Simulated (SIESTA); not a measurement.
Runs of SIESTA 5.4.2 on Ba2Tl5V3O12. Symmetry: P-3m1, No. 164, trigonal system. The conventional cell has a = 8.154 Å, b = 8.154 Å, c = 6.921 Å, α = 90.00°, β = 90.00°, γ = 120.00°. Ba (site symmetry 3m) is surrounded by 6 O at 2.80 Å. Around V (site symmetry 2/m) lie 4 O at 1.82 Å. Tl (site symmetry 2/m) is surrounded by 4 O at 2.53 Å. Tl (site symmetry 3m) is surrounded by 6 O at 2.73 Å and 3 V at 2.82 Å and 3 Tl at 3.03 Å. Around O (site symmetry 1) lie 1 V at 1.82 Å. The cell was built by a generator and needn't be a form met in nature.

```csv
task,level,potentials or basis,U,hubbard projector method,U from the first cycle,broadening (eV),window from (eV),window to (eV),gap on the mesh (eV),pressure (GPa),moment (μB),largest force (eV/Å)
density of states,PBE+U,"PseudoDojo 0.4 standard (PBE files), DZP (energy shift 0.003 Ry; two zetas on semicore shells; d shell added on Ba)",V d U = 2 eV,1,yes,0.05 eV,-10 eV,10 eV,none,2.0,0.00,0.33
band structure,AM05,"PseudoDojo 0.4 standard (PBEsol files), DZP (energy shift 0.003 Ry; two zetas on semicore shells; d shell added on Ba)",-,-,-,-,-,-,none,-1.6,0.00,(b)
density of states,PBE+U,"PseudoDojo 0.4 standard (PBE files), DZP (energy shift 0.003 Ry; two zetas on semicore shells; d shell added on Ba)",V d U = 4 eV,1,yes,0.05 eV,-10 eV,10 eV,none,2.4,0.00,(c)
density of states,PBE+U,"PseudoDojo 0.4 standard (PBE files), DZP (energy shift 0.003 Ry; two zetas on semicore shells; d shell added on Ba)",V d U = 6 eV,1,yes,0.05 eV,-10 eV,10 eV,none,5.4,(a),(d)
band structure,PBEsol,"PseudoDojo 0.4 standard (PBEsol files), DZP (energy shift 0.003 Ry; two zetas on semicore shells; d shell added on Ba)",-,-,-,-,-,-,none,-2.3,0.00,0.07
band structure,LDA,"PseudoDojo 0.4 standard (LDA files), DZP (energy shift 0.003 Ry; two zetas on semicore shells; d shell added on Ba)",-,-,-,-,-,-,none,-5.4,0.00,0.25
band structure,BLYP,"PseudoDojo 0.4 standard (PBE files), DZP (energy shift 0.003 Ry; two zetas on semicore shells; d shell added on Ba)",-,-,-,-,-,-,none,5.6,0.00,0.46
```

Alike in all rows: spin collinear, ferromagnetic start; cell as given; k mesh 4 × 4 × 4; smearing fermi-dirac 0.05 eV; grid cutoff 800 Ry; energy shift 0.003 Ry.

Fill in the values left out.

(a) 1.04; (b) 0.10; (c) 0.45; (d) 1.30.

Caveats: this set's barium file shifts pressures by up to 1 GPa against other sets; the basis of atomic orbitals isn't converged, which shifts pressures, moduli and gaps; semilocal functionals often make such compounds metallic where correlation or magnetic order opens a gap, which also shifts bond lengths (some runs); the potentials were made for another functional, which shifts forces and pressure (some runs); forces of over 1 eV/Å show positions far from the minimum, so gaps and moduli don't describe the material at rest (some runs).

A k mesh can miss the band edges, and the runs leave out spin-orbit coupling on Ba, Tl.

A gap of «none» marks a metal or a gap under the smearing width.

Not every run made on this cell is shown here.
